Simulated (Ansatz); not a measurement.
Task: a geometry optimisation of C₃H₇AlO, SMILES C[C]1(O)[CH2][AlH]1, with the Ansatz DFT code, driven from Python. Give the script and its output. Level of theory: PBE0, cc-pVDZ basis, multiplicity 1.

Contents of `c3h7alo.xyz`:
```text
12

C    -1.30410   -0.60470    0.26870
C     0.11040   -0.13740    0.24230
O     0.86700   -0.67780    1.25080
C     0.87370   -0.18190   -1.12310
Al    0.63190    1.66430   -0.42730
H    -1.82380   -0.21660    1.20580
H    -1.39450   -1.66300    0.18600
H    -1.87230   -0.08820   -0.59620
H     0.65560   -0.16500    2.12820
H     1.83010   -0.61060   -1.08620
H     0.12740   -0.43590   -1.95600
H     1.37550    3.06170   -0.05920
```

Script `c3h7alo_opt.py`:
```python
'''Relax the C3H7AlO molecule.'''

import ansatz as az
import numpy as np


def main() -> None:
    geometry = az.Crystal.molecule_from_extxyz('c3h7alo.xyz')

    model = (
        geometry.calculation()
        .basis(gaussian='cc-pVDZ')
        .functional('pbe0')
    )
    symbols = [site.symbol for site in geometry.cartesian_sites]
    start = np.array([site.position_ang for site in geometry.cartesian_sites], dtype=float)
    summary = model.relax(force_tolerance=0.02).run(threads=1, pin='off').report
    end = np.array(summary['positions_ang'])

    print('reference energy %16.6f eV' % summary['reference_energy_ev'])
    print('total energy     %16.6f eV' % summary['free_energy_ev'])
    print('occupied (up, down):', summary['n_occupied'], ' virtual:', summary['n_virtual'], ' frozen:', summary['n_frozen'])

    print('bond        before    after (A)')
    for i, j in [(0, 1), (0, 5), (0, 6), (0, 7), (1, 2), (1, 3), (1, 4), (2, 8), (3, 4), (3, 9), (3, 10), (4, 11)]:
        d0, d1 = (np.linalg.norm(xyz[i] - xyz[j]) for xyz in (start, end))
        print(f'{symbols[i]}{i}-{symbols[j]}{j}'.ljust(10), f'{d0:8.4f} {d1:8.4f}')

    charges = summary['charge_distribution']
    print('dipole moment', round(4.803205 * float(np.linalg.norm(charges['dipole_moment_e_ang'])), 3), 'D')
    print('Mulliken:', [(s, round(q, 3)) for s, q in zip(symbols, charges['mulliken_charges_e'])])
    with open('c3h7alo_opt.xyz', 'w') as handle:
        handle.write(f'{len(symbols)}\nrelaxed C3H7AlO\n')
        handle.writelines(f'{s:2s} {x:11.6f} {y:11.6f} {z:11.6f}\n' for s, (x, y, z) in zip(symbols, end))


if __name__ == '__main__':
    main()
```

```console
$ python c3h7alo_opt.py
reference energy    -11858.080656 eV
total energy        -11858.080656 eV
occupied (up, down): [23, 23]  virtual: [86, 86]  frozen: 0
bond        before    after (A)
C0-C1        1.4899   1.4894
C0-H5        1.1397   1.1028
C0-H6        1.0654   1.1067
C0-H7        1.1566   1.1003
C1-O2        1.3717   1.5700
C1-C3        1.5649   1.5352
C1-Al4       1.9916   1.9107
O2-H8        1.0380   0.9693
C3-Al4       1.9877   1.9472
C3-H9        1.0487   1.1046
C3-H10       1.1468   1.0998
Al4-H11      1.6252   1.5808
dipole moment 1.459 D
Mulliken: [('C', -0.008), ('C', -0.163), ('O', -0.281), ('C', -0.096), ('Al', 0.234), ('H', 0.037), ('H', 0.039), ('H', 0.055), ('H', 0.185), ('H', 0.036), ('H', 0.051), ('H', -0.089)]
```

It writes `c3h7alo_opt.xyz`:
```text
12
relaxed C3H7AlO
C    -1.340169   -0.754248    0.291463
C    -0.159911    0.110462    0.013029
O     0.904663   -0.020005    1.159622
C     0.771156   -0.119506   -1.185768
Al    1.143196    1.496411   -0.164925
H    -1.877648   -0.457169    1.207506
H    -1.051354   -1.818856    0.380183
H    -2.051749   -0.664768   -0.542991
H     0.455510    0.270019    1.968176
H     1.344986   -1.063081   -1.207264
H     0.229921    0.050323   -2.128010
H     1.708299    2.915318    0.242779
```

Caveats:
- Total energies depend on the basis set; only differences at equal settings carry meaning.
- The end point is the stationary point reached from this start; no frequency run checks that it is a minimum, and the basis set is modest.
- The bonding changed during the relaxation, so the end is another isomer than the start names.
- It ran for 99 s on 1 thread of Intel(R) Xeon(R) Platinum 8488C (Sapphire Rapids) (shared host), peak memory 0.32 GiB.

(Lines on the test bed's own set-up are left out of the output.)
